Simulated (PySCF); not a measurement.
# C3H8BOP: the cost of one run

Programs: PySCF 2.14.0, with density-fitted response routines of our own. Each step states its level of theory. These are calculated values for one molecule in the gas phase, unless marked as measured. Atoms are numbered from 0 throughout.

**1. The molecule as given**

14 atoms, charge 0, multiplicity 1; geometry from: GFN2-xTB. The atoms were then displaced at random by about 0.01 Å, so the start is not that level's minimum.

Bonds of the start (Å): C0–C1 1.37, C1–B2 1.57, B2–P3 1.84, C1–O4 1.37, O4–C5 1.41, C0–H6 1.07, C0–H7 1.07, B2–H8 1.14, P3–H9 1.37, P3–H10 1.42, C5–H11 1.09, C5–H12 1.09, C5–H13 1.10.

**2. Geometry optimisation at PBE0-D3(BJ)/def2-SVP**

Job settings and geometry (Å):

```
{"job": {"xc": "PBE0", "basis": "def2-SVP", "d3": "d3bj", "grid": 1, "shake": 0.01, "kind": "geom"}, "charge": 0, "multiplicity": 1}
C      0.711680    -1.287910    -1.060200
C     -0.055770    -0.343300    -0.439860
B     -1.612150    -0.198660    -0.589780
P     -2.330990     1.136960     0.445640
O      0.453180     0.591480     0.419010
C      1.838740     0.644040     0.650230
H      0.222730    -1.959490    -1.728620
H      1.772260    -1.364430    -0.953650
H     -2.186680    -0.773050    -1.383310
H     -1.781260     0.939220     1.687660
H     -3.603910     0.590640     0.773050
H      2.018470     1.467520     1.346340
H      2.362190     0.830250    -0.287760
H      2.184360    -0.288350     1.113480
```

Command:

```bash
$ OMP_NUM_THREADS=1 python probes_run.py task.json out
```

This one command runs all jobs of the session in turn.

**Question.** How long does this first job take on 1 thread of Intel Xeon 6975P-C, shared host, and how much memory does it need?

About 25 s, with a peak of 0.5 GiB.
